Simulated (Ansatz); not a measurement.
Run this with the Python package of Ansatz (0.2.0) and show what comes out.

`nalas2.py`
```python
# -*- coding: utf-8 -*-
import warnings

import ansatz as az
import numpy as np

params = {
    "xc": "LDA",
    "smearing": "Fermi-Dirac",
    "smearing_width": 0.1,
    "cutoff_ev": 460,
    "mesh": (4, 4, 3),
}

vectors0 = np.array([
    [4.20197, 0.0, 0.0],
    [0.0, 4.20197, 0.0],
    [0.0, 0.0, 5.655611],
])
sites = [
    ("Na", [0.0, 0.0, 0.0]),
    ("La", [0.5, 0.5, 0.5]),
    ("S", [0.0, 0.0, 0.5]),
    ("S", [0.5, 0.5, 0.0]),
]


def crystal_on(cell):
    crystal = az.Crystal(lattice=az.Lattice.of(cell))
    for symbol, position in sites:
        crystal = crystal.atom(symbol, position)
    return crystal


def main():
    warnings.simplefilter("ignore", az.DeckWarning)

    def solve(crystal):
        return (
            crystal.calculation()
            .functional(params["xc"])
            .occupations(params["smearing"], width=params["smearing_width"])
            .basis(params["cutoff_ev"], grid_basis="typed")
            .kpoints(*params["mesh"])
            .density()
            .run(threads=1)
        )


    whole = solve(crystal_on(vectors0))
    difference = whole.density().channels[0].density_e_per_ang3.copy()
    binding = whole.report["free_energy_ev"]
    for element in ["Na", "La", "S"]:
        part = az.Crystal(lattice=az.Lattice.of(vectors0))
        for symbol, position in sites:
            if symbol == element:
                part = part.atom(symbol, position)
        alone = solve(part)
        difference -= alone.density().channels[0].density_e_per_ang3
        binding -= alone.report["free_energy_ev"]
        print(f"{element} sublattice: {alone.report['n_electrons']:g} electrons, {alone.report['n_iterations']} iterations")

    voxel = abs(np.linalg.det(vectors0)) / difference.size
    print(f"energy of the crystal less its unpolarised sublattices: {binding / len(sites):.4f} eV/atom")
    print(f"net charge of the difference {difference.sum() * voxel:.5f} e, charge moved {0.5 * np.abs(difference).sum() * voxel:.3f} e")
    print(f"extremes {difference.min():.4f} and {difference.max():.4f} e/A^3")
    for (symbol, position) in sites:
        index = tuple(int(round(p * n)) % n for p, n in zip(position, difference.shape))
        print(f"  change of the pseudo-density at the grid point nearest {symbol}: {difference[index]:+.4f} e/A^3")


if __name__ == "__main__":
    main()
```

Output of `python nalas2.py`:
```text
Na sublattice: 9 electrons, 6 iterations
La sublattice: 11 electrons, 9 iterations
S sublattice: 12 electrons, 6 iterations
energy of the crystal less its unpolarised sublattices: -4.2562 eV/atom
net charge of the difference 0.00000 e, charge moved 1.039 e
extremes -0.1044 and 0.1267 e/A^3
  change of the pseudo-density at the grid point nearest Na: -0.0081 e/A^3
  change of the pseudo-density at the grid point nearest La: -0.0623 e/A^3
  change of the pseudo-density at the grid point nearest S: -0.0792 e/A^3
  change of the pseudo-density at the grid point nearest S: -0.0648 e/A^3
```

Reading the output:
- Densities and potentials on the grid are those of the valence electrons, and inside the cores they hang on the potentials used.
- The structure comes from a database of computed cells and needn't be a stable or known phase.
- Charge moved counts every rearrangement, bonding and polarisation too, and is no transfer between atoms; the bare sublattices are artificial references. Values near the nuclei depend on the potentials.
- It ran for 5.2 s on 1 thread of Arm Neoverse V1, on a shared host, peak memory 0.41 GiB.
